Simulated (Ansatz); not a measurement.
**Nudged elastic band run: LiSc₁₂**

Input:

```yaml
crystal:
  lattice:
    - [6.62, 0.0, 0.0]
    - [-4.965, 8.599632, 0.0]
    - [0.0, 0.0, 5.27614]
  atoms:
    - { symbol: Sc, position: [0.0107819, -0.00690663, 0.0049218] }
    - { symbol: Sc, position: [0.1660464, 0.20261735, 0.50914469] }
    - { symbol: Sc, position: [0.02170363, 0.33016889, 0.01082833] }
    - { symbol: Sc, position: [0.18392214, 0.55958704, 0.52268658] }
    - { symbol: Sc, position: [0.01026629, 0.65479143, 0.02495687] }
    - { symbol: Sc, position: [0.23846734, 0.9124552, 0.48130172] }
    - { symbol: Sc, position: [0.52035059, -0.00375446, -0.01556765] }
    - { symbol: Sc, position: [0.69152125, 0.21992393, 0.49749931] }
    - { symbol: Sc, position: [0.50299497, 0.31392312, -0.00062941] }
    - { symbol: Sc, position: [0.62835993, 0.49517857, 0.4942048] }
    - { symbol: Sc, position: [0.50673753, 0.65736947, 0.01967629] }
    - { symbol: Sc, position: [0.66595838, 0.90629668, 0.48144924] }
    - { symbol: Li, position: [-0.15673044, 0.7587638, 0.59079313] }
basis:
  ecutwfc: 420.0
kpoints:
  mp_grid: { grid: [3, 2, 3] }
hamiltonian:
  xc: pbe
scf:
  occupations: { method: fermi_dirac, width: 0.15 }
  lower_state_search: "off"
  max_iter: 90
neb:
  images: 3
  f_tol: 0.05
  max_iterations: 50
  order_check: false
  spring: 50.0
  optimiser: fire
  final_atoms:
    - { symbol: Sc, position: [0.012084, -0.00660391, -0.0054763] }
    - { symbol: Sc, position: [0.16777467, 0.20284047, 0.49019881] }
    - { symbol: Sc, position: [0.02309716, 0.3301668, -0.01181495] }
    - { symbol: Sc, position: [0.18467357, 0.55906365, 0.47605391] }
    - { symbol: Sc, position: [0.01112981, 0.65453921, -0.02591572] }
    - { symbol: Sc, position: [0.23916805, 0.91209631, 0.51848861] }
    - { symbol: Sc, position: [0.52141298, -0.0035712, 0.01556483] }
    - { symbol: Sc, position: [0.69214422, 0.21977096, 0.50226779] }
    - { symbol: Sc, position: [0.50451645, 0.31433174, 0.00051751] }
    - { symbol: Sc, position: [0.63003731, 0.49570648, 0.50588353] }
    - { symbol: Sc, position: [0.50790171, 0.65734805, -0.0203721] }
    - { symbol: Sc, position: [0.66710944, 0.90639568, 0.51864591] }
    - { symbol: Li, position: [-0.15556023, 0.75903465, 0.40722031] }
```

Command:

```bash
$ ansatz run input.yaml --threads 2 --pin off --max-ram 5120MiB --backend cpu --events-out ev --progress --plain --runs-dir out
```

Output, in part (warnings, iteration lines):

```
NEB end point (image 0): max|allowed force component| = 1.644e-2 eV/Å (the criterion of neb.relax_end_points is 1.000e-2)
NEB end point (image 4): max|allowed force component| = 6.247e-3 eV/Å (the criterion of neb.relax_end_points is 1.000e-2)
NEB iter   1: max|band force component| = 1.891e-1 eV/Å  barrier→ = 0.0205 eV  barrier← = 0.0205 eV  CI = image 2  Δτ_max = 0.0030 Å  (35 SCF iters)
NEB iter   2: max|band force component| = 1.578e-1 eV/Å  barrier→ = 0.0181 eV  barrier← = 0.0182 eV  CI = image 2  Δτ_max = 0.0054 Å  (18 SCF iters)
NEB iter   3: max|band force component| = 1.196e-1 eV/Å  barrier→ = 0.0146 eV  barrier← = 0.0146 eV  CI = image 2  Δτ_max = 0.0070 Å  (18 SCF iters)
NEB iter   4: max|band force component| = 8.826e-2 eV/Å  barrier→ = 0.0114 eV  barrier← = 0.0115 eV  CI = image 2  Δτ_max = 0.0075 Å  (18 SCF iters)
NEB iter   5: max|band force component| = 4.981e-2 eV/Å  barrier→ = 0.0098 eV  barrier← = 0.0099 eV  CI = image 2  Δτ_max = 0.0110 Å  (18 SCF iters)
NEB iter   6: max|band force component| = 8.376e-2 eV/Å  barrier→ = 0.0083 eV  barrier← = 0.0084 eV  CI = image 2  Δτ_max = 0.0088 Å  (6 SCF iters)
NEB iter   7: max|band force component| = 6.714e-3 eV/Å  barrier→ = 0.0082 eV  barrier← = 0.0083 eV  CI = image 2  Δτ_max = 0.0000 Å  (18 SCF iters)
```

The run converged. The band force fell under the threshold earlier too, but the program's further tests of the path sent the band on. The order of the point at the top wasn't checked. Limits of this set-up: coarse k mesh, a small cell, in which the defect meets its images, a typed lattice constant that wasn't relaxed here.

Final band:

```csv
image,path coordinate (Å),energy (eV)
0,0.00,0.000
1,0.27,0.004
2,0.53,0.008
3,0.80,0.004
4,1.07,0.000
```

Run time: 4.6 min on 2 threads of Intel(R) Xeon(R) Platinum 8488C (Sapphire Rapids), with other jobs on the host, peak memory 1.3 GiB.
